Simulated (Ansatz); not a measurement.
# CHClFNSi (SMILES FC1=N[SiH]1Cl) at HF/STO-3G

Aim: the vertical ionisation energy of CHClFNSi at HF/STO-3G, from 2 runs. 

The results are computed with Ansatz 0.2.0.

153 further runs of the same task are left out: 153 set aside as unsound or not needed. Runs told in other sessions of the task aren't counted.

### 1 The structure to begin with

The species is CHClFNSi (6 atoms), meant as a singlet with charge 0. As SMILES, `FC1=N[SiH]1Cl`. The shape is that of a PBE0-D4/def2-TZVP optimisation.

Bond lengths: F1–C2 1.310 Å, C2–N3 1.270 Å, C2–Si4 1.756 Å, N3–Si4 1.774 Å, Si4–Cl5 2.023 Å, Si4–H6 1.469 Å. Angles: F1–C2–N3 128.1°, F1–C2–Si4 162.2°, N3–C2–Si4 69.7°, C2–N3–Si4 68.1°, C2–Si4–N3 42.2°, C2–Si4–Cl5 123.2°, N3–Si4–Cl5 119.8°, C2–Si4–H6 125.2°, N3–Si4–H6 120.9°, Cl5–Si4–H6 109.4°.

### 2 The energy at HF/STO-3G

in.yaml

```yaml
basis:
  gaussian:
    orbitals: STO-3G
crystal:
  periodic: [false, false, false]
  atoms:
    - {symbol: F, position_ang: [0.158300, -2.281300, -0.638700]}
    - {symbol: C, position_ang: [0.216600, -1.043700, -0.212100]}
    - {symbol: "N", position_ang: [1.240300, -0.391700, 0.161000]}
    - {symbol: Si, position_ang: [-0.233900, 0.593200, 0.234800]}
    - {symbol: Cl, position_ang: [-0.525700, 2.070200, -1.116500]}
    - {symbol: H, position_ang: [-0.813600, 0.989400, 1.525400]}
hamiltonian:
  xc: hf
accuracy: high
output: {orbitals: {seedname: orbitals}}
```

The run is started by

```
$ ansatz run in.yaml --threads 1 --pin off --max-ram 3480MiB --events-out events.jsonl --progress --plain --runs-dir runs
```

Standard output:

```text
Warning: RAYON_NUM_THREADS=1 ignored (pool sized by the plan → 1); use --threads N
Functional definition: HF
  name "HF"
  exchange = exact_x
  correlation = 0
685 factors; integrals over basis functions are off by at most 3.4e-8 eV
mean field evaluation 1: about -25299.2929 eV, gradient 3.7e1 eV
mean field evaluation 2: about -25299.4059 eV, gradient 3.7e1 eV
mean field evaluation 4: about -25304.1088 eV, gradient 2.9e0 eV
mean field evaluation 8: about -25304.1666 eV, gradient 1.3e-1 eV
mean field -25304.16671508 eV, -929.9109749989 hartree, gradient 1.6e-8 eV, S^2 0.000000; 0 other end points of the search recorded, 0 dependent functions left out
reference -25304.16671508 eV, -929.9109749989 hartree; 27, 27 occupied and 7, 7 virtual orbitals, 685 factors
Total energy: -25304.16671508 eV, -929.9109749989 hartree
```

Run time: 0.36 s. Hardware: 1 thread of Arm Neoverse V1, shared host.

### 3 The doublet cation, same level

molecule.yaml

```yaml
crystal:
  periodic: [false, false, false]
  atoms:
    - {symbol: F, position_ang: [0.158300, -2.281300, -0.638700]}
    - {symbol: C, position_ang: [0.216600, -1.043700, -0.212100]}
    - {symbol: "N", position_ang: [1.240300, -0.391700, 0.161000]}
    - {symbol: Si, position_ang: [-0.233900, 0.593200, 0.234800]}
    - {symbol: Cl, position_ang: [-0.525700, 2.070200, -1.116500]}
    - {symbol: H, position_ang: [-0.813600, 0.989400, 1.525400]}
basis:
  gaussian: {orbitals: STO-3G}
hamiltonian: {xc: hf}
output: {orbitals: {seedname: orbitals}}
magnetization: {spin_polarized: true, initial_magnetization: 1}
total_charge: 1
accuracy: high
```

The run is started by

```
$ ansatz run molecule.yaml --threads 1 --pin off --max-ram 3480MiB --events-out events.jsonl --progress --plain --runs-dir runs
```

Standard output:

```text
Warning: RAYON_NUM_THREADS=1 ignored (pool sized by the plan → 1); use --threads N
[... 4 set-up lines as earlier in the session ...]
685 factors; integrals over basis functions are off by at most 3.4e-8 eV
mean field evaluation 1: about -25291.2779 eV, gradient 2.8e1 eV
mean field evaluation 2: about -25291.3789 eV, gradient 2.8e1 eV
mean field evaluation 4: about -25297.3678 eV, gradient 3.3e0 eV
mean field evaluation 8: about -25297.7130 eV, gradient 6.1e-1 eV
mean field evaluation 16: about -25297.7777 eV, gradient 1.7e-4 eV
mean field -25297.77772693 eV, -929.6761840149 hartree, gradient 1.4e-8 eV, S^2 0.916876; 0 other end points of the search recorded, 0 dependent functions left out
reference -25297.77772693 eV, -929.6761840149 hartree; 27, 26 occupied and 7, 8 virtual orbitals, 685 factors
Total energy: -25297.77772693 eV, -929.6761840149 hartree
```

It took 0.58 s on 1 thread of Arm Neoverse V1, shared host; peak memory 0.098 GiB.

### 4 Results

At HF/STO-3G:

```
                                          quantity          value
                    singlet CHClFNSi: total energy  -929.91097 Eh
                     singlet CHClFNSi: HOMO energy       -7.92 eV
                     singlet CHClFNSi: LUMO energy        7.41 eV
                   singlet CHClFNSi: HOMO–LUMO gap       15.34 eV
                      doublet cation: total energy  -929.67618 Eh
doublet cation: HOMO energy (highest over α and β)      -16.85 eV
 doublet cation: LUMO energy (lowest over α and β)       -4.87 eV
                              doublet cation: ⟨S²⟩          0.917
vertical ionisation energy (to the doublet cation)       6.389 eV
```

What this shows: Removing an electron at fixed nuclei costs 6.39 eV (616 kJ/mol). −ε(HOMO) before ionisation, 7.92 eV, is 1.53 eV above this ionisation energy. In a minimal basis such a difference can be off by several eV, whatever the method. ⟨S²⟩ (doublet cation) is 0.92 where a pure doublet has 0.75: the reference is spin-contaminated.
